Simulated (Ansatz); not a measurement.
# BLYP/cc-pVDZ run of C4H7B (SMILES C#CB(C)C)

Aim: the vertical ionisation energy of C4H7B at BLYP/cc-pVDZ, from 2 runs. 

Program for the calculation: Ansatz 0.2.0.

33 further runs of the same task are left out: 33 set aside as unsound or not needed. Runs told in other sessions of the task aren't counted.

## Step 1: The system as given

C4H7B: 12 atoms, total charge 0, spin state singlet. As SMILES, `C#CB(C)C`. The shape is that of a PBE0-D4/def2-TZVP optimisation.

Bond lengths: C1–C2 1.208 Å, C2–B3 1.525 Å, B3–C4 1.564 Å, B3–C5 1.564 Å, C1–H6 1.066 Å, C4–H7 1.093 Å, C4–H8 1.101 Å, C4–H9 1.091 Å, C5–H10 1.101 Å, C5–H11 1.091 Å, C5–H12 1.093 Å. Some angles: C1–C2–B3 179.9°, C2–B3–C4 119.1°, C2–B3–C5 119.2°, C4–B3–C5 121.7°, C2–C1–H6 180.0°, B3–C4–H7 113.4°, B3–C4–H8 106.2°, B3–C4–H9 114.2°, B3–C5–H10 106.3°, B3–C5–H11 114.3°.

## Step 2: A single-point energy at BLYP/cc-pVDZ

Input file molecule.yaml:

```yaml
crystal:
  periodic: [false, false, false]
  atoms:
    - {symbol: C, position_ang: [-0.661600, 2.532300, 0.484500]}
    - {symbol: C, position_ang: [-0.357900, 1.383300, 0.266900]}
    - {symbol: B, position_ang: [0.024200, -0.067500, -0.009200]}
    - {symbol: C, position_ang: [-0.665800, -1.205600, 0.811900]}
    - {symbol: C, position_ang: [1.094600, -0.379000, -1.106000]}
    - {symbol: H, position_ang: [-0.929800, 3.545600, 0.676300]}
    - {symbol: H, position_ang: [-0.078400, -2.125800, 0.854900]}
    - {symbol: H, position_ang: [-1.592200, -1.454800, 0.272500]}
    - {symbol: H, position_ang: [-0.970700, -0.909700, 1.817200]}
    - {symbol: H, position_ang: [2.071000, -0.357100, -0.598500]}
    - {symbol: H, position_ang: [1.148800, 0.363300, -1.904000]}
    - {symbol: H, position_ang: [0.995000, -1.380100, -1.532400]}
basis:
  gaussian:
    orbitals: cc-pVDZ
hamiltonian:
  xc: {name: BLYP}
accuracy: high
output: {orbitals: {seedname: orbitals}}
```

Run with:

```bash
ansatz run molecule.yaml --threads 1 --pin off --max-ram 2610MiB --events-out events.jsonl --progress --plain --runs-dir runs
```

What it wrote:

```text
Warning: RAYON_NUM_THREADS=1 ignored (pool sized by the plan → 1); use --threads N
Functional definition: BLYP
  name "BLYP"
  parameter beta = 0.0042
  parameter a = 0.04918
  parameter b = 0.132
  parameter c = 0.2533
  parameter d = 0.349
  exchange = b88_x(beta = beta)
  correlation = lyp_c(a = a, b = b, c = c, d = d)
2485 factors; integrals over basis functions are off by at most 3.4e-9 eV
mean field evaluation 1: about -4918.6506 eV, gradient 7.8e1 eV
mean field evaluation 2: about -4902.2534 eV, gradient 1.0e2 eV
mean field evaluation 4: about -4934.0872 eV, gradient 1.3e1 eV
mean field evaluation 8: about -4934.4921 eV, gradient 1.2e-1 eV
mean field evaluation 16: about -4934.4921 eV, gradient 2.7e-6 eV
mean field -4934.49213254 eV, -181.3392411518 hartree, gradient 7.6e-8 eV, S^2 0.000000; 0 other end points of the search recorded, 0 dependent functions left out
reference -4934.49219733 eV, -181.3392435328 hartree; 18, 18 occupied and 87, 87 virtual orbitals, 2485 factors
Total energy: -4934.49219733 eV, -181.3392435328 hartree
```

It took 8.4 s on 1 thread of Arm Neoverse V2, shared host; peak memory 0.3 GiB.

## Step 3: The doublet cation at the same level

Input file molecule.yaml:

```yaml
crystal:
  periodic: [false, false, false]
  atoms:
    - symbol: C
      position_ang: [-0.661600, 2.532300, 0.484500]
    - symbol: C
      position_ang: [-0.357900, 1.383300, 0.266900]
    - symbol: B
      position_ang: [0.024200, -0.067500, -0.009200]
    - symbol: C
      position_ang: [-0.665800, -1.205600, 0.811900]
    - symbol: C
      position_ang: [1.094600, -0.379000, -1.106000]
    - symbol: H
      position_ang: [-0.929800, 3.545600, 0.676300]
    - symbol: H
      position_ang: [-0.078400, -2.125800, 0.854900]
    - symbol: H
      position_ang: [-1.592200, -1.454800, 0.272500]
    - symbol: H
      position_ang: [-0.970700, -0.909700, 1.817200]
    - symbol: H
      position_ang: [2.071000, -0.357100, -0.598500]
    - symbol: H
      position_ang: [1.148800, 0.363300, -1.904000]
    - symbol: H
      position_ang: [0.995000, -1.380100, -1.532400]
basis:
  gaussian:
    orbitals: cc-pVDZ
total_charge: 1
magnetization:
  spin_polarized: true
  initial_magnetization: 1
hamiltonian:
  xc: {name: BLYP}
accuracy: high
output: {orbitals: {seedname: orbitals}}
```

Run with:

```bash
ansatz run molecule.yaml --threads 1 --pin off --max-ram 2610MiB --events-out events.jsonl --progress --plain --runs-dir runs
```

What it wrote, cut to the lines that bear on the results:

```text
Warning: RAYON_NUM_THREADS=1 ignored (pool sized by the plan → 1); use --threads N
[... 9 set-up lines as earlier in the session ...]
2484 factors; integrals over basis functions are off by at most 3.4e-9 eV
mean field evaluation 1: about -4904.3447 eV, gradient 6.3e1 eV
mean field evaluation 2: about -4855.0082 eV, gradient 1.0e2 eV
mean field evaluation 4: about -4922.6551 eV, gradient 1.9e1 eV
mean field evaluation 8: about -4925.1343 eV, gradient 3.0e-1 eV
mean field evaluation 16: about -4925.1315 eV, gradient 9.6e-4 eV
mean field evaluation 32: about -4922.5079 eV, gradient 1.1e1 eV
mean field -4925.13149043 eV, -180.9952438994 hartree, gradient 1.8e-8 eV, S^2 0.752312; 6 other end points of the search recorded, 0 dependent functions left out
reference -4925.13154798 eV, -180.9952460142 hartree; 18, 17 occupied and 87, 88 virtual orbitals, 2484 factors
Total energy: -4925.13154798 eV, -180.9952460142 hartree
```

It took 17 s on 1 thread of Arm Neoverse V2, shared host; peak memory 0.41 GiB.

## Step 4: Outcome

At BLYP/cc-pVDZ:

```
                                          quantity          value
                       singlet C4H7B: total energy  -181.33924 Eh
                        singlet C4H7B: HOMO energy       -6.17 eV
                        singlet C4H7B: LUMO energy       -1.98 eV
                      singlet C4H7B: HOMO–LUMO gap        4.18 eV
                      doublet cation: total energy  -180.99525 Eh
doublet cation: HOMO energy (highest over α and β)      -13.23 eV
 doublet cation: LUMO energy (lowest over α and β)      -12.46 eV
                              doublet cation: ⟨S²⟩          0.752
vertical ionisation energy (to the doublet cation)       9.361 eV
```

**Reading.** The vertical ionisation energy comes to 9.36 eV (903 kJ/mol). The negative HOMO energy of the first species, 6.17 eV, lies 3.20 eV below that difference.
